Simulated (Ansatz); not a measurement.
# F₃HSSn: how energies converge with the basis set

The task here is to estimate one member of a computed series from the others.

The runs use Ansatz 0.2.0, Gaussian basis; one geometry, several basis sets.

Levels to be run: PBE0-D4/def2-SVP; ωB97M-V/def2-SVP; PBE0-D4/def2-QZVPP; ωB97M-V/def2-QZVPP; the functionals' def2-TZVPP values are taken from earlier runs.

## The geometry

All runs share one geometry, relaxed beforehand with PBE0-D4 in a triple-zeta def2 set. Sn takes the def2 core potential; no spin-orbit term is included.

SMILES `[F][Sn]([F])([F])[SH]`, 6 atoms, charge 0, spin multiplicity 1.

Atoms are counted from 1 here; the program's logs count them from 0.

Bond lengths: F1–Sn2 1.891 Å, Sn2–F3 1.888 Å, Sn2–F4 1.891 Å, Sn2–S5 2.344 Å, S5–H6 1.347 Å. Angles: F1–Sn2–F3 106.6°, F1–Sn2–F4 103.7°, F1–Sn2–S5 114.3°, F3–Sn2–F4 106.5°, F3–Sn2–S5 110.6°, F4–Sn2–S5 114.5°, Sn2–S5–H6 91.2°.

Set-up of the first run:

Input file in.yaml:

```yaml
crystal:
  periodic: [false, false, false]
  atoms:
    - {symbol: F, position_ang: [-0.660083, -0.939106, 1.648682]}
    - {symbol: Sn, position_ang: [0.258126, -0.395889, 0.087214]}
    - {symbol: F, position_ang: [2.066721, -0.882768, 0.328186]}
    - {symbol: F, position_ang: [-0.430187, -1.536371, -1.255071]}
    - {symbol: S, position_ang: [0.074749, 1.891181, -0.394657]}
    - {symbol: H, position_ang: [-1.267126, 1.798854, -0.460555]}
basis:
  gaussian: {orbitals: def2-SVP}
hamiltonian: {xc: pbe0, dispersion: d4}
output: {orbitals: {seedname: orbitals}}
```

Among the steps run: PBE0-D4 in def2-SVP; ωB97M-V in def2-SVP; PBE0-D4 in def2-QZVPP; ωB97M-V in def2-QZVPP.

One table of the session follows, with a row left open; its other results are not shown here.

It belongs to the step «Density functionals: the series». 

| functional | basis | HOMO (eV) | LUMO (eV) |
| --- | --- | --- | --- |
| PBE0-D4 | def2-SVP | -8.89 | -2.75 |
| PBE0-D4 | def2-TZVPP | -9.01 | -2.92 |
| PBE0-D4 | def2-QZVPP | -9.02 | -2.95 |
| ωB97M-V | def2-SVP | -11.09 | -0.58 |
| ωB97M-V | def2-TZVPP | ? | ? |
| ωB97M-V | def2-QZVPP | -11.26 | -0.94 |

Estimate the missing values for ωB97M-V, def2-TZVPP.

The run gave: HOMO (eV): -11.24; LUMO (eV): -0.83. In the column «HOMO (eV)» it lies between ωB97M-V, def2-QZVPP (-11.26) and ωB97M-V, def2-SVP (-11.09).
